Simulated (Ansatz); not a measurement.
# BH4NZn: basis-set convergence

An exercise on one series of results from a longer session: the logs are not shown, and one member is left open.

Computed with Ansatz 0.2.0, Gaussian basis. Level: one geometry, several basis sets.

Plan: PBE0-D4/def2-SVP; ωB97M-V/def2-SVP; PBE0-D4/def2-QZVPP; ωB97M-V/def2-QZVPP; the functionals' def2-TZVPP values are taken from earlier runs.

## The relaxed structure

The geometry comes from an earlier relaxation with PBE0-D4 in a triple-zeta def2 set; it is a stationary point, not always the lowest conformer.

7 atoms, charge 0, spin multiplicity 1.

Atoms are counted from 1 here; the program's logs count them from 0.

Bond lengths: B1–Zn2 2.035 Å, B1–H4 1.199 Å, B1–H5 1.199 Å, Zn2–N3 1.813 Å, N3–H6 1.007 Å, N3–H7 1.007 Å. Angles: Zn2–B1–H4 122.5°, Zn2–B1–H5 122.4°, H4–B1–H5 115.1°, B1–Zn2–N3 179.4°, Zn2–N3–H6 124.8°, Zn2–N3–H7 124.8°, H6–N3–H7 110.0°.

The first run:

in.yaml reads:

```yaml
crystal:
  periodic: [false, false, false]
  atoms:
    - {symbol: B, position_ang: [-1.596135, 0.186388, -1.051780]}
    - {symbol: Zn, position_ang: [0.098893, -0.010122, 0.057657]}
    - {symbol: N, position_ang: [1.619810, -0.177517, 1.030427]}
    - {symbol: H, position_ang: [-2.038605, -0.708696, -1.715516]}
    - {symbol: H, position_ang: [-2.226628, 1.205653, -1.086709]}
    - {symbol: H, position_ang: [2.149367, -1.028142, 1.127285]}
    - {symbol: H, position_ang: [1.993288, 0.532426, 1.638636]}
basis:
  gaussian: {orbitals: def2-SVP}
hamiltonian: {xc: pbe0, dispersion: d4}
output: {orbitals: {seedname: orbitals}}
```

Launch:

```console
ansatz run in.yaml --threads 2 --pin off --events-out ev --progress --plain --max-ram 4352MiB
```

Among the steps run: PBE0-D4 in def2-SVP; ωB97M-V in def2-SVP; PBE0-D4 in def2-QZVPP; ωB97M-V in def2-QZVPP.

One table of the session follows, with a row left open; its other results are not shown here.

It belongs to the step «Functionals by basis». 

```
functional       basis  HOMO (eV)  LUMO (eV)
   PBE0-D4    def2-SVP      -6.03      -2.06
   PBE0-D4  def2-TZVPP      -6.56      -2.29
   PBE0-D4  def2-QZVPP      -6.61      -2.30
   ωB97M-V    def2-SVP      -8.35       0.00
   ωB97M-V  def2-TZVPP      -8.91      -0.38
   ωB97M-V  def2-QZVPP          ?          ?
```

**Question.** Estimate the row for ωB97M-V, def2-QZVPP.

**Answer.** HOMO (eV): -8.96; LUMO (eV): -0.46. In the column «HOMO (eV)» it is the lowest.
